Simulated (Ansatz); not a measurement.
# AsH₃Se (triplet): from Hartree-Fock to the top rungs, cc-pVDZ

The task here is to estimate one member of a computed series from the others.

Program: Ansatz 0.2.0, Gaussian basis. Level of theory: cc-pVDZ, core rule «outside noble gas», up to 28 orbitals frozen. These are calculated values, not measurements.

To be run: UHF; CCSD(T) on ROHF; CCSD(T) on UHF; BCCD(T) on ROHF; CISD; CCSDT(Q) on ROHF; CCSDT(Q) on UHF; CASSCF and MRCISD+Q, 14 electrons in 11 orbitals; CASSCF and NEVPT2, 14 electrons in 11 orbitals.

35 further runs of the same task are left out: 23 that didn't finish, 12 set aside as unsound or not needed.

### The geometry

The geometry is a PBE0/def2-TZVP stationary point (not a proven minimum). No spin-orbit coupling is included. The filled d shell of As, Se may be among the frozen orbitals whatever the setting's name suggests; the logs give the count.

5 atoms, charge 0, spin multiplicity 3.

Atoms are counted from 1 here; the program's logs count them from 0.

Bond lengths: As1–Se2 2.657 Å, As1–H3 1.557 Å, As1–H4 1.513 Å, Se2–H5 1.468 Å. Angles: Se2–As1–H3 169.2°, Se2–As1–H4 95.4°, H3–As1–H4 95.4°, As1–Se2–H5 89.3°.

As a file:

```
As    0.0000    0.0337    1.3428
Se    0.0000   -0.0362   -1.3132
H     0.0000    0.3655    2.8637
H     0.0000   -1.4684    1.5238
H     0.0000    1.4315   -1.3328
```

Set-up of the first run:

in.yaml

```yaml
crystal:
  periodic: [false, false, false]
  atoms:
    - {symbol: As, position_ang: [0.000000, 0.033685, 1.342836]}
    - {symbol: Se, position_ang: [0.000000, -0.036157, -1.313151]}
    - {symbol: H, position_ang: [0.000000, 0.365459, 2.863701]}
    - {symbol: H, position_ang: [0.000000, -1.468395, 1.523770]}
    - {symbol: H, position_ang: [0.000000, 1.431545, -1.332750]}
basis:
  gaussian: {orbitals: cc-pVDZ}
magnetization: {spin_polarized: true, initial_magnetization: 2}
hamiltonian: {xc: hf}
output: {orbitals: {seedname: orbitals}}
```

Command:

```console
> ansatz run in.yaml --threads 1 --pin off --events-out ev --progress --plain --max-ram 2393MiB
```

Among the steps run: UHF; CCSD(T) on ROHF; CCSD(T) on UHF; BCCD(T) on ROHF; CISD; CCSDT(Q) on ROHF; CCSDT(Q) on UHF; CASSCF and MRCISD+Q, 14 electrons in 11 orbitals; CASSCF and NEVPT2, 14 electrons in 11 orbitals.

One table of the session follows, with a row left open; its other results are not shown here.

```
          method  from UCCSDT(Q) (kcal/mol)
            ROHF                    +169.37
             UHF                    +163.12
            RMP2                     +29.82
            UMP2                     +30.90
            CISD                     +20.95
           RCCSD                      +5.50
           UCCSD                      +5.25
        RCCSD(T)                      +1.20
        UCCSD(T)                      +1.10
         BCCD(T)                      +1.18
          RCCSDT                      +0.41
          UCCSDT                      +0.28
       RCCSDT(Q)                      +0.13
       UCCSDT(Q)                          0
  CASSCF valence                    +129.92
  NEVPT2 valence                     +28.83
  MRCISD valence                          ?
MRCISD+Q valence                      +0.90
```

**Question.** Estimate the row for MRCISD valence.

The run gave: from UCCSDT(Q) (kcal/mol): +11.86. In the column «from UCCSDT(Q) (kcal/mol)» it lies between RCCSD (+5.50) and CISD (+20.95).

With the free atoms at the same levels and basis (separate runs), the atomisation energy is 8.441 eV at UCCSDT(Q), 8.427 eV at RCCSD(T), 8.407 eV at UCCSD(T), 5.535 eV at ROHF.

Limits of these values: Restricted and unrestricted rows rest on different reference determinants; where their highest levels disagree by more than a few hundredths of an eV, they describe different states and don't form one ladder.
